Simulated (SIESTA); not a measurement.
**NiPt3 under changes of volume**

One of the cells (14.609 Å³/atom); the others are scaled copies at fixed shape and fractional positions:

```
Pt Ni
1.0
     3.88057    0.00000    0.00000
     0.00000    3.88057    0.00000
     0.00000    0.00000    3.88057
Pt Ni
3 1
Direct
  0.50000 0.50000 0.00000
  0.50000 0.00000 0.50000
  0.00000 0.50000 0.50000
  0.00000 0.00000 0.00000
```

The cell comes from a database or a generator and needn't be the stable form of this composition.

```yaml
Program: SIESTA 5.4.2
Functional: PBEsol
Potentials_or_basis: PseudoDojo 0.4 standard (PBEsol files)
Basis: DZP (energy shift 0.003 Ry; two zetas on semicore shells)
Grid_cutoff: 800 Ry
Energy_shift: 0.003 Ry
k_mesh: 7 × 7 × 7
Occupations: fermi-dirac, width 0.05 eV
Spin: collinear spin, ferromagnetic start
Starting_moments: "[0.0, 0.0, 0.0, 1.0] μB"
```

```tsv
volume (Å³/atom)	energy over the lowest point (meV/atom)	pressure (GPa)	moment (μB per cell)
13.463	25.19	14.4	0.88
13.750	6.58	6.9	0.92
14.036	0.00	1.0	0.96
14.609	15.04	-9.2	1.03
14.896	35.89	-13.6	1.07
15.182	?	?	?
```

Q: What does the run at 15.182 Å³/atom give?

A: Energy over the lowest point 63.32 meV/atom; pressure -16.8 GPa; moment 1.11 μB per cell.

Worked out: A Birch-Murnaghan fit of order 3 (a polynomial in V^(-2/3)) to the other rows has its minimum at 14.09 Å³/atom with B0 = V·E''(V) = 274 GPa and B' = 3.9. It gives 63.95 meV/atom at 15.182 Å³/atom, against the run's 63.32, and -dE/dV = -17.7 GPa, against -16.8. A straight line through the other rows of the moment, of slope 0.131 μB per Å³/atom, extrapolates to 1.11 μB, against the run's 1.11.

Energies are extrapolated to zero smearing.

Caveats: short orbitals over semicore shells can move pressures by several GPa; the basis of atomic orbitals isn't converged, which shifts pressures, moduli and gaps.
